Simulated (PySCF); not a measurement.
# CoF2 (CoF2): the cost of one run

Programs: PySCF 2.14.0, with routines of our own; each step states its level. All values are computed. Atoms count from 0.

## (1) The system as given

3 atoms, charge 0, states of the metal's open shell are computed; geometry from: model start, shaken.

## (2) Relaxing the molecule at PBE0-D3(BJ)/def2-TZVP

Job settings and geometry (Å):

```
{"job": {"xc": "PBE0", "basis": "def2-TZVP", "d3": "d3bj", "grid": 1, "maxiter": 45, "kind": "geom"}, "charge": 0, "metal": "Co", "open_shell": "d7"}
Co     0.000020     0.004480    -0.004110
F     -0.013360    -0.006820     1.790130
F      0.000900     0.020100    -1.812380
```

The run is started by

```bash
OMP_NUM_THREADS=1 python lf_run.py task.json out
```

One launch serves the whole session: the jobs run in the order shown.

Q: Estimate the wall time and peak memory of this first job on 1 thread of Intel Xeon 6975P-C, shared host.

About 12 s, with a peak of 0.34 GiB.
